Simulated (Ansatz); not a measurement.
**ClGeH₅O₂Si: up Jacob's ladder to CCSD(T)**

The task here is to estimate one member of a computed series from the others.

Method: functionals in def2-TZVPP, the program's frozen cores in correlated methods; program: Ansatz 0.2.0, Gaussian basis.

Levels to be run: LDA (SPW92), PBE-D4, revPBE-D4, BLYP-D4, r2SCAN-D4, B97M-V, PBE0-D4, B3LYP-D4, r2SCANh-D4, r2SCAN0-D4, HSE06-D4, BHLYP-D4, CAM-B3LYP-D4, LC-ωPBE, ωB97X-V, ωB97M-V, B2PLYP, PBE-QIDH; CCSD(T)/def2-SVP; CCSD(T)/def2-TZVPP; MP2/def2-QZVPP; extrapolation to the limit; RPA on PBE.

### Structure used throughout

The geometry comes from an earlier relaxation with PBE0-D4 in a triple-zeta def2 set; it is a stationary point, not always the lowest conformer.

SMILES `[OH][Ge]([OH])([SiH3])[Cl]`, 10 atoms, charge 0, spin multiplicity 1.

Atoms are counted from 1 here; the program's logs count them from 0.

Bond lengths: O1–Ge2 1.761 Å, O1–H6 0.962 Å, Ge2–O3 1.772 Å, Ge2–Si4 2.379 Å, Ge2–Cl5 2.173 Å, O3–H7 0.961 Å, Si4–H8 1.482 Å, Si4–H9 1.483 Å, Si4–H10 1.483 Å. Angles: Ge2–O1–H6 112.3°, O1–Ge2–O3 106.5°, O1–Ge2–Si4 109.1°, O1–Ge2–Cl5 109.8°, O3–Ge2–Si4 116.1°, O3–Ge2–Cl5 104.6°, Si4–Ge2–Cl5 110.4°, Ge2–O3–H7 112.0°, Ge2–Si4–H8 108.2°, Ge2–Si4–H9 108.8°, Ge2–Si4–H10 107.5°, H8–Si4–H9 111.0°, H8–Si4–H10 110.6°, H9–Si4–H10 110.7°.

Set-up of the first run:

The input, in.yaml:

```yaml
crystal:
  periodic: [false, false, false]
  atoms:
    - {symbol: O, position_ang: [-1.332106, 1.554241, 0.080372]}
    - {symbol: Ge, position_ang: [0.003162, 0.495441, -0.364684]}
    - {symbol: O, position_ang: [1.491719, 1.404559, -0.053870]}
    - {symbol: Si, position_ang: [-0.222218, -1.571736, 0.791264]}
    - {symbol: Cl, position_ang: [-0.000643, 0.167202, -2.512318]}
    - {symbol: H, position_ang: [-1.174680, 2.468237, -0.174881]}
    - {symbol: H, position_ang: [2.102036, 1.360392, -0.794896]}
    - {symbol: H, position_ang: [-1.528494, -2.167953, 0.424048]}
    - {symbol: H, position_ang: [-0.148460, -1.313283, 2.249457]}
    - {symbol: H, position_ang: [0.892784, -2.448299, 0.358406]}
basis:
  gaussian: {orbitals: def2-TZVPP}
hamiltonian: {xc: lda}
output: {orbitals: {seedname: orbitals}}
```

Started as:

```console
$ ansatz run in.yaml --threads 4 --pin off --events-out ev --progress --plain --max-ram 10444MiB
```

Among the steps run: LDA; PBE-D4 (GGA); revPBE-D4 (GGA); BLYP-D4 (GGA); r2SCAN-D4 (meta-GGA); B97M-V (meta-GGA); PBE0-D4 (hybrid); B3LYP-D4 (hybrid); r2SCANh-D4 (hybrid); r2SCAN0-D4 (hybrid); HSE06-D4 (hybrid); BHLYP-D4 (hybrid); CAM-B3LYP-D4 (range-separated); LC-ωPBE (range-separated); ωB97X-V (range-separated); ωB97M-V (range-separated); B2PLYP (double hybrid); PBE-QIDH (double hybrid).

One table of the session follows, with a row left open; its other results are not shown here.

It belongs to the step «Frontier levels by functional». 

```
  functional  HOMO (eV)  gap (eV)
 LDA (SPW92)      -7.27      5.65
      PBE-D4      -7.10      5.76
   revPBE-D4      -7.04      5.80
     BLYP-D4      -6.98      5.70
   r2SCAN-D4      -7.45      6.41
      B97M-V      -7.56      6.49
     PBE0-D4      -8.47      8.04
    B3LYP-D4      -8.24      7.54
  r2SCANh-D4          ?         ?
  r2SCAN0-D4      -8.68      8.43
    HSE06-D4      -8.07      7.28
    BHLYP-D4      -9.65     10.19
CAM-B3LYP-D4      -9.78     10.35
     LC-ωPBE     -11.09     12.85
     ωB97X-V     -10.76     12.43
     ωB97M-V     -10.57     11.97
```

**Question.** Estimate the row for r2SCANh-D4.

Worked estimate for «HOMO (eV)». Against the share of exact exchange, r2SCAN-D4 (0, -7.45), r2SCAN0-D4 (0.25, -8.68) give a slope of -4.92 per unit share; at 0.1 the line stands at -7.94.

As computed: HOMO (eV): -7.95; gap (eV): 7.23. In «HOMO (eV)» the line misses by +0.01.
